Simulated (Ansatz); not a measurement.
# C₂H₇NSi: how energies converge with the basis set

How large a basis does C₂H₇NSi need? Two functionals are run in growing sets.

The runs use Ansatz 0.2.0, Gaussian basis; one geometry, several basis sets.

Plan: PBE0-D4/def2-SVP; ωB97M-V/def2-SVP; PBE0-D4/def2-QZVPP; ωB97M-V/def2-QZVPP; the functionals' def2-TZVPP values are taken from earlier runs.

### 1 The geometry

All runs share one geometry, relaxed beforehand with PBE0-D4 in a triple-zeta def2 set.

SMILES `N/C=C/[SiH3]`, 11 atoms, charge 0, spin multiplicity 1.

Atoms are counted from 1 here; the program's logs count them from 0.

Bond lengths: N1–C2 1.367 Å, N1–H5 1.006 Å, N1–H6 1.004 Å, C2–C3 1.343 Å, C2–H7 1.088 Å, C3–Si4 1.836 Å, C3–H8 1.090 Å, Si4–H9 1.491 Å, Si4–H10 1.490 Å, Si4–H11 1.491 Å. Angles: C2–N1–H5 117.8°, C2–N1–H6 118.1°, H5–N1–H6 115.0°, N1–C2–C3 126.9°, N1–C2–H7 113.2°, C3–C2–H7 119.9°, C2–C3–Si4 121.9°, C2–C3–H8 118.1°, Si4–C3–H8 120.0°, C3–Si4–H9 112.7°, C3–Si4–H10 108.5°, C3–Si4–H11 112.4°, H9–Si4–H10 108.3°, H9–Si4–H11 106.3°, H10–Si4–H11 108.4°.

### 2 PBE0-D4 in def2-SVP

Contents of in.yaml:

```yaml
crystal:
  periodic: [false, false, false]
  atoms:
    - {symbol: N, position_ang: [-1.218276, 1.435004, 1.158638]}
    - {symbol: C, position_ang: [-0.219396, 0.714519, 0.564824]}
    - {symbol: C, position_ang: [-0.363302, -0.355312, -0.233933]}
    - {symbol: Si, position_ang: [1.082743, -1.278642, -0.887586]}
    - {symbol: H, position_ang: [-2.156817, 1.302541, 0.821530]}
    - {symbol: H, position_ang: [-1.007857, 2.365615, 1.471164]}
    - {symbol: H, position_ang: [0.776336, 1.060366, 0.834432]}
    - {symbol: H, position_ang: [-1.373985, -0.677249, -0.483518]}
    - {symbol: H, position_ang: [1.107943, -2.701049, -0.440209]}
    - {symbol: H, position_ang: [2.326678, -0.613395, -0.406367]}
    - {symbol: H, position_ang: [1.111432, -1.309399, -2.378275]}
basis:
  gaussian: {orbitals: def2-SVP}
hamiltonian: {xc: pbe0, dispersion: d4}
output: {orbitals: {seedname: orbitals}}
```

Command:

```bash
> ansatz run in.yaml --threads 2 --pin off --events-out ev --progress --plain --max-ram 4352MiB
```

Further steps of the session: ωB97M-V in def2-SVP; PBE0-D4 in def2-QZVPP; ωB97M-V in def2-QZVPP.

Q: Predict the results of all the runs planned. Wanted: PBE0-D4: double and triple zeta above quadruple; ωB97M-V: double and triple zeta above quadruple.

As calculated:

```
                                       quantity          value
PBE0-D4: double and triple zeta above quadruple  7.38, 0.48 eV
ωB97M-V: double and triple zeta above quadruple  7.58, 0.45 eV
```

**Reading.** PBE0-D4 gains 6.89 eV from double to triple zeta, then 0.48 eV more. These are total energies; as a rule much of such shifts cancels in differences, which this series doesn't test. The LUMO of ωB97M-V is positive and keeps falling with the basis (2.86 to 1.61 eV): an unbound level that the basis holds in place.
